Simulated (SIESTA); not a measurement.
**InAg3 under changes of volume**

One of the cells (19.917 Å³/atom); the others are scaled copies at fixed shape and fractional positions:

```
In Ag
1.0
     3.10595    0.00000    0.00000
    -1.55298    2.68983    0.00000
     0.00000    0.00000    9.53600
In Ag
1 3
Cartesian
  0.0000 0.0000 0.0000
  0.0000 1.7932 7.1215
  0.0000 1.7932 2.4145
  0.0000 0.0000 4.7680
```

The cell comes from a database or a generator and needn't be the stable form of this composition.

```yaml
Program: SIESTA 5.4.2
Functional: PBEsol
Potentials_or_basis: PseudoDojo 0.4 standard (PBEsol files)
Basis: DZP (energy shift 0.003 Ry; two zetas on semicore shells)
Grid_cutoff: 800 Ry
Energy_shift: 0.003 Ry
k_mesh: 10 × 10 × 3
Occupations: fermi-dirac, width 0.05 eV
Spin: no spin polarisation
```

| volume (Å³/atom) | energy over the lowest point (meV/atom) | pressure (GPa) | largest force (eV/Å) |
| --- | --- | --- | --- |
| 18.355 | 0.00 | -1.2 | 0.218 |
| 18.745 | 5.21 | -3.0 | 0.228 |
| 19.136 | 14.72 | -4.7 | 0.230 |
| 19.917 | 44.47 | -7.3 | 0.250 |
| 20.308 | ? | ? | ? |
| 20.698 | 85.09 | -9.2 | 0.259 |

Q: What does the run at 20.308 Å³/atom give?

A: Energy over the lowest point 63.64 meV/atom; pressure -8.3 GPa; largest force 0.253 eV/Å.

Worked out: A Birch-Murnaghan fit of order 3 (a polynomial in V^(-2/3)) to the other rows has its minimum at 18.15 Å³/atom, just outside them, with B0 = V·E''(V) = 104 GPa and B' = 6.0 at fixed shape and positions, which overstates the stiffness. It gives 63.65 meV/atom at 20.308 Å³/atom, against the run's 63.64, and -dE/dV = -8.4 GPa, against -8.3.

Energies are extrapolated to zero smearing.

Caveats: short orbitals over semicore shells can move pressures by several GPa; the basis of atomic orbitals isn't converged, which shifts pressures, moduli and gaps.
